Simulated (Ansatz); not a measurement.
# H₃InO₂S: up Jacob's ladder to CCSD(T)

An exercise on one series of results from a longer session: the logs are not shown, and one member is left open.

The runs use Ansatz 0.2.0, Gaussian basis; functionals in def2-TZVPP, the program's frozen cores in correlated methods.

The runs, in order: LDA (SPW92), PBE-D4, revPBE-D4, BLYP-D4, r2SCAN-D4, B97M-V, PBE0-D4, B3LYP-D4, r2SCANh-D4, r2SCAN0-D4, HSE06-D4, BHLYP-D4, CAM-B3LYP-D4, LC-ωPBE, ωB97X-V, ωB97M-V, B2PLYP, PBE-QIDH; CCSD(T)/def2-SVP; CCSD(T)/def2-TZVPP; MP2/def2-QZVPP; extrapolation to the limit; RPA on PBE.

## The relaxed structure

The geometry comes from an earlier relaxation with PBE0-D4 in a triple-zeta def2 set; it is a stationary point, not always the lowest conformer. In takes the def2 core potential; no spin-orbit term is included.

7 atoms, charge 0, spin multiplicity 1.

Atoms are counted from 1 here; the program's logs count them from 0.

Bond lengths: O1–In2 1.978 Å, O1–H5 0.960 Å, In2–O3 1.973 Å, In2–S4 2.362 Å, O3–H6 0.961 Å, S4–H7 1.345 Å. Angles: In2–O1–H5 113.7°, O1–In2–O3 114.0°, O1–In2–S4 125.7°, O3–In2–S4 120.3°, In2–O3–H6 111.7°, In2–S4–H7 92.0°.

Coordinates:

```xyz
7
H3InO2S
O    -0.0326    1.8434   -0.8852
In    0.0277    0.0768    0.0014
O    -1.0994   -1.2933   -0.8616
S     1.2941   -0.4605    1.9210
H     0.5179    2.5067   -0.4626
H    -1.5590   -0.9427   -1.6295
H     0.8513   -1.7302    1.9166
```

The first run:

The input, in.yaml:

```yaml
crystal:
  periodic: [false, false, false]
  atoms:
    - {symbol: O, position_ang: [-0.032630, 1.843390, -0.885249]}
    - {symbol: In, position_ang: [0.027667, 0.076774, 0.001379]}
    - {symbol: O, position_ang: [-1.099394, -1.293333, -0.861630]}
    - {symbol: S, position_ang: [1.294084, -0.460546, 1.921034]}
    - {symbol: H, position_ang: [0.517899, 2.506700, -0.462646]}
    - {symbol: H, position_ang: [-1.558967, -0.942734, -1.629518]}
    - {symbol: H, position_ang: [0.851322, -1.730241, 1.916620]}
basis:
  gaussian: {orbitals: def2-TZVPP}
hamiltonian: {xc: lda}
output: {orbitals: {seedname: orbitals}}
```

Launch:

```console
$ ansatz run in.yaml --threads 4 --pin off --events-out ev --progress --plain --max-ram 10444MiB
```

Among the steps run: LDA; PBE-D4 (GGA); revPBE-D4 (GGA); BLYP-D4 (GGA); r2SCAN-D4 (meta-GGA); B97M-V (meta-GGA); B3LYP-D4 (hybrid); r2SCANh-D4 (hybrid); r2SCAN0-D4 (hybrid); HSE06-D4 (hybrid); BHLYP-D4 (hybrid); CAM-B3LYP-D4 (range-separated); LC-ωPBE (range-separated); ωB97X-V (range-separated); ωB97M-V (range-separated); B2PLYP (double hybrid); PBE-QIDH (double hybrid).

One of the session's tables, all rows but one given; the rest of the session is left out.

It belongs to the step «Orbital energies across the functionals». 

| functional | HOMO (eV) | LUMO (eV) | gap (eV) |
| --- | --- | --- | --- |
| LDA (SPW92) | -6.73 | -2.97 | 3.75 |
| PBE-D4 | ? | ? | ? |
| revPBE-D4 | -6.50 | -2.55 | 3.95 |
| BLYP-D4 | -6.41 | -2.65 | 3.75 |
| r2SCAN-D4 | -6.87 | -2.44 | 4.43 |
| B97M-V | -6.90 | -2.53 | 4.37 |
| PBE0-D4 | -7.85 | -1.79 | 6.06 |
| B3LYP-D4 | -7.60 | -2.13 | 5.47 |
| r2SCANh-D4 | -7.35 | -2.12 | 5.23 |
| r2SCAN0-D4 | -8.06 | -1.65 | 6.41 |
| HSE06-D4 | -7.45 | -2.16 | 5.29 |
| BHLYP-D4 | -8.98 | -0.97 | 8.01 |
| CAM-B3LYP-D4 | -9.20 | -0.88 | 8.32 |
| LC-ωPBE | -10.61 | 0.45 | 11.05 |
| ωB97X-V | -10.23 | 0.25 | 10.48 |
| ωB97M-V | -10.07 | 0.07 | 10.14 |

Estimate the missing values for PBE-D4.

**Answer.** HOMO (eV): -6.56; LUMO (eV): -2.67; gap (eV): 3.89. In the column «HOMO (eV)» it lies between LDA (SPW92) (-6.73) and revPBE-D4 (-6.50).
